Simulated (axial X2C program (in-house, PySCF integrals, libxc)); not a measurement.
# SGeS: bond lengths and stretches, held linear

How do method and spin–orbit coupling move the bonds and stretches of SGeS, held linear?

Computed with an in-house X2C program for linear molecules on PySCF integrals. Level: all-electron X2C, two-component (2c) or spin-free, S dyall-av3z, Ge dyall-v3z.

All values are calculated.

1 further run of the same task is left out (set aside as unsound or not needed).

**1. The job**

The input, task.json:

```json
{
 "zs": [
  16,
  32,
  16
 ],
 "q": 0,
 "bas": [
  "dyall-av3z",
  "dyall-v3z",
  "dyall-av3z"
 ],
 "r0": [
  2.05,
  2.05
 ],
 "symm": 1,
 "scan": [
  "PBE0",
  "HF",
  "TPSSh"
 ],
 "levels": [
  "PBE0",
  "HF",
  "BHandHLYP"
 ],
 "nst": 2
}
```

Keys: zs atomic numbers; q charge; bas basis sets; r0 starting distance in Å; symm equal bonds; scan levels of the two-bond scan (MP2 follows by itself at each HF point); levels methods; nst determinants followed.

Started as:

```
python solin.py task.json out
```

Masses S 31.972, Ge 73.921, S 31.972 u.

**2. Scan at PBE0, 2c**

State: Ω = 0 (all partner blocks equally filled). Energies above the lowest point, from the job's result record:

```tsv
r(S–Ge) (Å)	r(Ge–S) (Å)	E (meV)
1.9403	1.9403	89.92
1.9403	1.9900	44.67
1.9403	2.0397	70.19
1.9900	1.9403	44.67
1.9900	1.9900	0.00
1.9900	2.0397	25.95
1.9900	2.0895	107.49
2.0397	1.9403	70.19
2.0397	1.9900	25.95
2.0397	2.0397	52.20
2.0895	1.9900	107.49
2.0895	2.0895	215.83
```

A quadratic surface with cubic terms in each bond gives the minimum at 1.995 and 1.995 Å, force constants 4.48, 4.48 and coupling 0.02 mdyn/Å.

**3. Scan at HF, 2c**

State: Ω = 0 (all partner blocks equally filled). Energies above the lowest point, from the job's result record:

```tsv
r(S–Ge) (Å)	r(Ge–S) (Å)	E (meV)
1.9403	1.9403	66.39
1.9403	1.9900	31.90
1.9403	2.0397	69.66
1.9900	1.9403	31.90
1.9900	1.9900	0.00
1.9900	2.0397	40.20
1.9900	2.0895	136.05
2.0397	1.9403	69.66
2.0397	1.9900	40.20
2.0397	2.0397	82.79
2.0895	1.9900	136.05
2.0895	2.0895	281.49
```

A quadratic surface with cubic terms in each bond gives the minimum at 1.985 and 1.985 Å, force constants 4.78, 4.78 and coupling 0.16 mdyn/Å.

**4. Scan at TPSSh, 2c**

State: Ω = 0 (all partner blocks equally filled). Energies above the lowest point, from the job's result record:

```tsv
r(S–Ge) (Å)	r(Ge–S) (Å)	E (meV)
1.9403	1.9403	106.06
1.9403	1.9900	52.90
1.9403	2.0397	69.93
1.9900	1.9403	52.90
1.9900	1.9900	0.00
1.9900	2.0397	17.15
1.9900	2.0895	89.54
2.0397	1.9403	69.93
2.0397	1.9900	17.15
2.0397	2.0397	34.29
2.0895	1.9900	89.54
2.0895	2.0895	178.64
```

A quadratic surface with cubic terms in each bond gives the minimum at 2.001 and 2.001 Å, force constants 4.32, 4.32 and coupling 0.00 mdyn/Å.

**5. Comparison**

| level | r(S–Ge) (Å) | r(Ge–S) (Å) | lower stretch (cm⁻¹) | upper stretch (cm⁻¹) |
| --- | --- | --- | --- | --- |
| PBE0, 2c | 1.995 | 1.995 | 488.8 | 664.4 |
| HF, 2c | 1.985 | 1.985 | 511.6 | 676.3 |
| TPSSh, 2c | 2.001 | 2.001 | 478.9 | 654.0 |
| MP2, 2c | 2.000 | 2.000 | 493.1 | 677.5 |
| PBE0, spin-free | 1.994 | 1.994 | 489.1 | 664.8 |
| HF, spin-free | 1.985 | 1.985 | 512.0 | 676.7 |
| TPSSh, spin-free | 2.001 | 2.001 | 479.2 | 654.4 |
| MP2, spin-free | 1.999 | 1.999 | 493.4 | 677.9 |

Scans not shown above were run alike.

What this shows: Over the levels the S–Ge bond spans 1.985 to 2.001 Å and the Ge–S bond 1.985 to 2.001 Å. At PBE0 spin–orbit coupling leaves both bonds unchanged to 0.001 Å. Each state is one determinant, the lowest of a limited PBE0 search; the stretches come from a fit to few points and are good to some per cent at best. The stretches are sorted by size, and where the two bonds are alike the symmetric and antisymmetric modes can swap order between levels. MP2 freezes inner shells (threshold -2 hartree). The molecule was held linear; bending was not examined, so a bent shape may lie lower.
